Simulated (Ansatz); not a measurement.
**GeF (quartet): the correlation ladder, aug-cc-pVDZ**

An exercise on one series of results from a longer session: the logs are not shown, and one member is left open.

The runs use Ansatz 0.2.0, Gaussian basis; aug-cc-pVDZ, core rule «outside noble gas», up to 15 orbitals frozen.

To be run: UHF; CCSD(T) on ROHF; CCSD(T) on UHF; BCCD(T) on ROHF; CISD; CCSDT(Q) on ROHF; CCSDT(Q) on UHF; CASSCF and MRCISD+Q, 11 electrons in 8 orbitals; CASSCF and MRCISD+Q(relaxed), 11 electrons in 8 orbitals; CASSCF and NEVPT2, 11 electrons in 8 orbitals.

19 further runs of the same task are left out: 4 for a known fault of the program, 4 that didn't finish, 11 set aside as unsound or not needed.

### The system

The geometry is a PBE0/def2-TZVPD stationary point (not a proven minimum) of the parent state, kept for this charge and spin. No spin-orbit coupling is included. The filled d shell of Ge may be among the frozen orbitals whatever the setting's name suggests; the logs give the count.

2 atoms, charge 0, spin multiplicity 4.

Atoms are counted from 1 here; the program's logs count them from 0.

Bond lengths: Ge1–F2 1.863 Å.

Coordinates:

```xyz
2
FGe
Ge    0.0000    0.0000    0.0000
F     0.0000    0.0000    1.8627
```

The first run:

in.yaml reads:

```yaml
crystal:
  periodic: [false, false, false]
  atoms:
    - {symbol: Ge, position_ang: [0.000000, 0.000000, 0.000000]}
    - {symbol: F, position_ang: [0.000000, 0.000000, 1.862700]}
basis:
  gaussian: {orbitals: aug-cc-pVDZ}
magnetization: {spin_polarized: true, initial_magnetization: 3}
hamiltonian: {xc: hf}
output: {orbitals: {seedname: orbitals}}
```

On the command line:

```bash
$ ansatz run in.yaml --threads 1 --pin off --events-out ev --progress --plain --max-ram 2393MiB
```

Among the steps run: UHF; CCSD(T) on ROHF; CCSD(T) on UHF; BCCD(T) on ROHF; CISD; CCSDT(Q) on ROHF; CCSDT(Q) on UHF; CASSCF and MRCISD+Q, 11 electrons in 8 orbitals; CASSCF and MRCISD+Q(relaxed), 11 electrons in 8 orbitals; CASSCF and NEVPT2, 11 electrons in 8 orbitals.

One table of the session follows, with a row left open; its other results are not shown here.

| method | from RCCSDT(Q) (meV) |
| --- | --- |
| ROHF | +7245.3 |
| UHF | +7160.1 |
| RMP2 | +398.2 |
| UMP2 | ? |
| RCCSD | +236.3 |
| UCCSD | +207.4 |
| RCCSD(T) | +29.7 |
| UCCSD(T) | +7.1 |
| BCCD(T) | +27.6 |
| RCCSDT | +9.3 |
| UCCSDT | -14.2 |
| RCCSDT(Q) | 0 |
| UCCSDT(Q) | -30.0 |
| CASSCF valence | +6403.5 |
| NEVPT2 valence | +969.3 |
| MRCISD valence | +454.7 |
| MRCISD+Q valence | +93.1 |
| MRCISD+Q(relaxed) valence | +53.0 |

**Question.** Estimate the row for UMP2.

**Answer.** from RCCSDT(Q) (meV): +388.6. In the column «from RCCSDT(Q) (meV)» it lies between RCCSD (+236.3) and RMP2 (+398.2).

Not comparable, so not listed: CISD (they don't share determinant, frozen orbitals or solution with the rows shown, or repeat one).

Caveats from the session: Restricted and unrestricted rows rest on different reference determinants; where their highest levels disagree by more than a few hundredths of an eV, they describe different states and don't form one ladder.
